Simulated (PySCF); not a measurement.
# From one method to the next for KC⁺

What do other methods print for KC⁺?

Method: method and basis as typed in the scripts; program: PySCF 2.14.0.

3 further runs of the same task are left out: 3 that didn't finish.

### Step 1. Starting geometry

KC⁺: 2 atoms, charge 1, spin multiplicity 1.

Bond lengths: K1–C2 3.168 Å.

### Step 2. Base script

The input, input.py:

```python
from pyscf import gto, dft

mol = gto.M(
    atom='K 0 0 0; C 0 0 3.168',
    basis='def2-svp',
    charge=1,
    spin=0,
    verbose=3,
)
mf = dft.UKS(mol, xc='lda,vwn')
mf = mf.newton()
mf.kernel()
mf.dip_moment()
print('orbital energies (hartree):', [e[max(0, n-3):n+3].round(4) for e, n in zip(mf.mo_energy, mol.nelec)])
```

The run is started by

```
$ OMP_NUM_THREADS=1 python input.py
```

### Step 3. Stability test

Edit 1 changes step after the SCF: none → stability.

input.py, as its differences from that of step 2:

```diff
@@ -12,2 +12,3 @@
 mf.kernel()
+mf.stability(internal=True, external=True)
 mf.dip_moment()
```

### Step 4. Polarisability

Edit 2 changes step after the SCF: none → polarizability.

input.py, as its differences from that of step 2:

```diff
@@ -1,2 +1,3 @@
 from pyscf import gto, dft
+from pyscf.prop.polarizability import uhf as pol
 
@@ -12,2 +13,4 @@
 mf.kernel()
+print('polarizability (a.u.)')
+print(pol.Polarizability(mf).polarizability().round(4))
 mf.dip_moment()
```

### Step 5. EOM-EA (UHF)

Edit 3 changes step after the SCF: none → eomea; SCF type: UKS → UHF; functional: lda,vwn → none (Hartree–Fock); frozen orbitals: none → 6; number of roots: none → 6.

input.py, as its differences from that of step 2:

```diff
@@ -1,2 +1,2 @@
-from pyscf import gto, dft
+from pyscf import gto, scf, cc
 
@@ -9,5 +9,9 @@
 )
-mf = dft.UKS(mol, xc='lda,vwn')
+mf = scf.UHF(mol)
 mf = mf.newton()
 mf.kernel()
+mycc = cc.CCSD(mf, frozen=6)
+mycc.kernel()
+e = mycc.eaccsd(nroots=6)[0]
+print('roots (eV) =', (e*27.211386).round(3))
 mf.dip_moment()
```

### Step 6. Geometry optimisation

Edit 4 changes step after the SCF: none → optimize.

The input, input.py:

```python
from pyscf import gto, dft
from pyscf.geomopt.geometric_solver import optimize

mol = gto.M(
    atom='K 0 0 0; C 0 0 3.168',
    basis='def2-svp',
    charge=1,
    spin=0,
    verbose=3,
)
mf = dft.UKS(mol, xc='lda,vwn')
mf = mf.newton()
mf.kernel()
g = mf.nuc_grad_method()
g.grid_response = True
mol_eq = optimize(g.as_scanner(), maxsteps=30)
print('optimised geometry (angstrom)')
print(mol_eq.tostring('raw'))
print('orbital energies (hartree):', [e[max(0, n-3):n+3].round(4) for e, n in zip(mf.mo_energy, mol.nelec)])
```

### Step 7. Gradient

Edit 5 changes step after the SCF: none → gradient.

input.py, as its differences from that of step 2:

```diff
@@ -12,2 +12,5 @@
 mf.kernel()
+g = mf.nuc_grad_method()
+g.grid_response = True
+g.kernel()
 mf.dip_moment()
```

### Step 8. Blyp

Edit 6 changes functional: lda,vwn → blyp.

input.py, as its differences from that of step 2:

```diff
@@ -9,3 +9,3 @@
 )
-mf = dft.UKS(mol, xc='lda,vwn')
+mf = dft.UKS(mol, xc='blyp')
 mf = mf.newton()
```

What does the calculation give? Wanted: for each run, E(SCF); from base; gap; after the SCF.

The runs gave:

```
                  run  E(SCF) (hartree)  from base (eV)  gap (eV)                                                 after the SCF
                 base       -635.303542               0     -0.81                                                           n/a
       stability test       -635.303542          0.0000     -0.81                        unstable: internal, UHF/UKS -> GHF/GKS
       polarisability       -635.303542          0.0000     -0.81                                             mean α 18.0 bohr³
         EOM-EA (UHF)       -636.499193  not comparable     10.92  CCSD correlation -3.920 eV, core frozen, first root -5.18 eV
geometry optimisation       -635.303542          0.0000     -0.81                                        bond 3.158 Å, 0.000 eV
             gradient       -635.303542          0.0000     -0.81                                                           n/a
                 blyp       -637.418104  not comparable     -0.43                                                           n/a
```

SCF columns refer to the geometry typed in the script.

In words: A lower total energy from another functional means nothing by itself. The dearest run is “geometry optimisation”, at 7.8 s against 1.1 s.
